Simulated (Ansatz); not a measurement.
# CH2O2Si (SMILES OC1=[SiH]O1): functionals against CCSD(T) at one geometry

Aim: energy, forces and dipole at a structure displaced at random from a GFN2-xTB minimum, from CCSD(T) and from density functionals.

Method: single points in def2-TZVPP; program: Ansatz 0.2.0, Gaussian basis.

Cores are frozen in the correlated methods. B3LYP uses VWN-RPA correlation.

## 1. Starting geometry

SMILES `OC1=[SiH]O1`, 6 atoms, charge 0, spin multiplicity 1.

Atoms are counted from 1 here; the program's logs count them from 0.

Bond lengths: O1–C2 1.354 Å, O1–H5 0.916 Å, C2–Si3 1.894 Å, C2–O4 1.515 Å, Si3–O4 1.691 Å, Si3–H6 1.572 Å. Angles: C2–O1–H5 110.7°, O1–C2–Si3 114.7°, O1–C2–O4 107.7°, Si3–C2–O4 58.2°, C2–Si3–O4 49.6°, C2–Si3–H6 149.8°, O4–Si3–H6 102.3°, C2–O4–Si3 72.2°.

As a file:

```xyz
6
CH2O2Si
O    -0.84290    0.83710   -0.92030
C    -0.09340   -0.27960   -0.76560
Si    0.99590   -0.29190    0.78380
O    -0.53520   -0.95770    0.51490
H    -0.79840    1.13950   -1.78340
H     1.13620   -0.39780    2.34560
```

## 2. CCSD(T)/def2-TZVPP

Contents of run/in.yaml:

```yaml
crystal:
  periodic: [false, false, false]
  atoms:
    - {symbol: O, position_ang: [-0.842900, 0.837100, -0.920300]}
    - {symbol: C, position_ang: [-0.093400, -0.279600, -0.765600]}
    - {symbol: Si, position_ang: [0.995900, -0.291900, 0.783800]}
    - {symbol: O, position_ang: [-0.535200, -0.957700, 0.514900]}
    - {symbol: H, position_ang: [-0.798400, 1.139500, -1.783400]}
    - {symbol: H, position_ang: [1.136200, -0.397800, 2.345600]}
basis:
  gaussian: {orbitals: def2-TZVPP}
correlation: {method: ccsd_t}
output: {forces: true}
```

The command line of these runs was not kept.

## 3. PBE0-D4/def2-TZVPP

Edit run/in.yaml of step 2 so:

```diff
@@ -11,3 +11,3 @@
   gaussian: {orbitals: def2-TZVPP}
-correlation: {method: ccsd_t}
-output: {forces: true}
+hamiltonian: {xc: pbe0, dispersion: d4}
+output: {forces: true, orbitals: {seedname: orbitals}}
```

## 4. wB97M-V/def2-TZVPP

Edit run/in.yaml of step 3 so:

```diff
@@ -11,3 +11,3 @@
   gaussian: {orbitals: def2-TZVPP}
-hamiltonian: {xc: pbe0, dispersion: d4}
-output: {forces: true, orbitals: {seedname: orbitals}}
+hamiltonian: {xc: {name: wB97M-V}}
+output: {forces: true}
```

## 5. r2SCAN-D4/def2-TZVPP

Edit run/in.yaml of step 4 so:

```diff
@@ -11,3 +11,3 @@
   gaussian: {orbitals: def2-TZVPP}
-hamiltonian: {xc: {name: wB97M-V}}
+hamiltonian: {xc: r2scan, dispersion: d4}
 output: {forces: true}
```

## 6. PBE-D4/def2-TZVPP

Edit run/in.yaml of step 5 so:

```diff
@@ -11,3 +11,3 @@
   gaussian: {orbitals: def2-TZVPP}
-hamiltonian: {xc: r2scan, dispersion: d4}
+hamiltonian: {xc: pbe, dispersion: d4}
 output: {forces: true}
```

## 7. B3LYP-D4/def2-TZVPP

Edit run/in.yaml of step 6 so:

```diff
@@ -11,3 +11,3 @@
   gaussian: {orbitals: def2-TZVPP}
-hamiltonian: {xc: pbe, dispersion: d4}
+hamiltonian: {xc: {name: B3LYP}, dispersion: d4}
 output: {forces: true}
```

## 8. r2SCAN0-D4/def2-TZVPP

Edit run/in.yaml of step 7 so:

```diff
@@ -11,3 +11,3 @@
   gaussian: {orbitals: def2-TZVPP}
-hamiltonian: {xc: {name: B3LYP}, dispersion: d4}
+hamiltonian: {xc: {name: r2SCAN0}, dispersion: d4}
 output: {forces: true}
```

(Steps that only read results are left out.)

Q: Predict the outcome of this session. Wanted: energy less free atoms, CCSD(T)/def2-TZVPP; RMS force component; RMS force error; HOMO and LUMO, PBE0-D4; T1 diagnostic.

**Answer**, as computed:

```
                                  quantity                                                                                               value
energy less free atoms, CCSD(T)/def2-TZVPP                                                                                      -1955.1 kJ/mol
                       RMS force component                                                                1.393 to 1.627 eV/Å over the methods
                           RMS force error  PBE0-D4 0.260, wB97M-V 0.293, r2SCAN-D4 0.170, PBE-D4 0.321, B3LYP-D4 0.127, r2SCAN0-D4 0.365 eV/Å
                    HOMO and LUMO, PBE0-D4                                                                                  -5.95 and -2.67 eV
                             T1 diagnostic                                                                                               0.026
```

Against CCSD(T) the functionals' energies less atoms differ by -205.7 to +2.1 kJ/mol, PBE-D4 by -205.7 kJ/mol. The reference is not at the basis limit: in triple zeta CCSD(T) underbinds, which counts against methods that bind more; the gaps are no ranking. On forces the order runs from B3LYP-D4 to r2SCAN0-D4. The T1 diagnostic is large here, over the usual mark for main-group molecules (transition-metal compounds often pass it harmlessly), so CCSD(T) itself may be off. The restricted Hartree–Fock reference is unstable towards an unrestricted one at one or more of these structures.
